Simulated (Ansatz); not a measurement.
# CH₃BClGa: up Jacob's ladder to CCSD(T)

Aim: compute CH₃BClGa with functionals from several rungs and with coupled cluster, and see how far each lands from CCSD(T) at the basis-set limit for the atomisation energy.

Method: functionals in def2-TZVPP, the program's frozen cores in correlated methods; program: Ansatz 0.2.0, Gaussian basis.

The runs, in order: LDA (SPW92), PBE-D4, revPBE-D4, BLYP-D4, r2SCAN-D4, B97M-V, PBE0-D4, B3LYP-D4, r2SCANh-D4, r2SCAN0-D4, HSE06-D4, BHLYP-D4, CAM-B3LYP-D4, LC-ωPBE, ωB97X-V, ωB97M-V, B2PLYP, PBE-QIDH; CCSD(T)/def2-SVP; CCSD(T)/def2-TZVPP; MP2/def2-QZVPP; extrapolation to the limit; RPA on PBE.

**1. Structure used throughout**

The geometry comes from an earlier relaxation with PBE0-D4 in a triple-zeta def2 set; it is a stationary point, not always the lowest conformer.

7 atoms, charge 0, spin multiplicity 1.

Atoms are counted from 1 here; the program's logs count them from 0.

Bond lengths: Cl1–C2 1.777 Å, Cl1–Ga4 2.585 Å, C2–B3 1.456 Å, C2–H5 1.083 Å, B3–Ga4 2.447 Å, B3–H6 1.216 Å, B3–H7 1.196 Å. Angles: C2–Cl1–Ga4 63.5°, Cl1–C2–B3 121.7°, Cl1–C2–H5 109.1°, B3–C2–H5 129.2°, C2–B3–Ga4 70.6°, C2–B3–H6 119.6°, C2–B3–H7 120.7°, Ga4–B3–H6 74.5°, Ga4–B3–H7 122.0°, H6–B3–H7 119.5°, Cl1–Ga4–B3 68.3°.

Geometry (Å):

```xyz
7
CH3BClGa
Cl   -1.73568   -1.02812   -0.33439
C     0.00530   -0.77739   -0.08448
B     0.51653    0.39740    0.60632
Ga   -0.71261    1.09894   -1.38958
H     0.55067   -1.58840   -0.55011
H    -0.25695    1.25524    0.98699
H     1.69414    0.57434    0.71945
```

**2. LDA**

This LDA is Slater exchange with PW92 correlation.

File in.yaml:

```yaml
crystal:
  periodic: [false, false, false]
  atoms:
    - {symbol: Cl, position_ang: [-1.735681, -1.028125, -0.334386]}
    - {symbol: C, position_ang: [0.005301, -0.777394, -0.084476]}
    - {symbol: B, position_ang: [0.516529, 0.397397, 0.606316]}
    - {symbol: Ga, position_ang: [-0.712605, 1.098940, -1.389581]}
    - {symbol: H, position_ang: [0.550667, -1.588401, -0.550111]}
    - {symbol: H, position_ang: [-0.256950, 1.255239, 0.986988]}
    - {symbol: H, position_ang: [1.694139, 0.574342, 0.719449]}
basis:
  gaussian: {orbitals: def2-TZVPP}
hamiltonian: {xc: lda}
output: {orbitals: {seedname: orbitals}}
```

Launch:

```
$ ansatz run in.yaml --threads 2 --pin off --events-out ev --progress --plain --max-ram 4352MiB
```

The runs that follow: PBE-D4 (GGA); revPBE-D4 (GGA); BLYP-D4 (GGA); r2SCAN-D4 (meta-GGA); B97M-V (meta-GGA); PBE0-D4 (hybrid); B3LYP-D4 (hybrid); r2SCANh-D4 (hybrid); r2SCAN0-D4 (hybrid); HSE06-D4 (hybrid); BHLYP-D4 (hybrid); CAM-B3LYP-D4 (range-separated); LC-ωPBE (range-separated); ωB97X-V (range-separated); ωB97M-V (range-separated); B2PLYP (double hybrid); PBE-QIDH (double hybrid); CCSD(T) in def2-SVP; CCSD(T) in def2-TZVPP; MP2 in def2-QZVPP; RPA on PBE orbitals.

Before running them: what should the planned runs give, taken together? Wanted: atomisation energy, CCSD(T)/CBS; farthest beyond LDA; mean size of error, GGA; mean size of error, meta-GGA; mean size of error, hybrid; mean size of error, range-separated; mean size of error, double hybrid; gap, smallest and largest; T1 diagnostic.

The runs gave:

| quantity | value |
| --- | --- |
| atomisation energy, CCSD(T)/CBS | 541.3 kcal/mol |
| functionals within 5.4 kcal/mol (1.0 %) | revPBE-D4, BLYP-D4, B97M-V, B3LYP-D4, r2SCANh-D4, r2SCAN0-D4, CAM-B3LYP-D4, LC-ωPBE, ωB97X-V, ωB97M-V, PBE-QIDH |
| farthest beyond LDA | PBE-D4 (+17.9 kcal/mol) |
| mean size of error, GGA | 7.2 kcal/mol |
| mean size of error, meta-GGA | 6.3 kcal/mol |
| mean size of error, hybrid | 6.0 kcal/mol |
| mean size of error, range-separated | 2.3 kcal/mol |
| mean size of error, double hybrid | 3.7 kcal/mol |
| gap, smallest and largest | 3.02 eV (BLYP-D4), 9.22 eV (LC-ωPBE) |
| T1 diagnostic | 0.0144 |
| triples share of the correlation energy | 4.7 % |

**Reading.** LDA overbinds by 86.9 kcal/mol (16 %). PBE-D4 misses by +17.9 kcal/mol. Double hybrids carry the basis error of their MP2 part in triple zeta, and no dispersion term here, so their miss is partly the set-up's. The rungs range-separated, double hybrid miss on average by less than the doubt on the reference (5.4 kcal/mol), so they tie. Misses under about 5.4 kcal/mol are within the doubt on the reference itself, which lacks core-valence correlation, relativity and higher excitations, and its outer-core shells are covered unevenly. Hartree-Fock recovers 73 % of the binding; the rest is correlation. CCSD(T) in def2-SVP is off by -31.6 kcal/mol, which most functionals beat. The gap grows from 3.0 to 9.2 eV across the functionals, mostly with the share of exact exchange. Correlated methods include outer-core shells of Ga, which these sets cover unevenly.
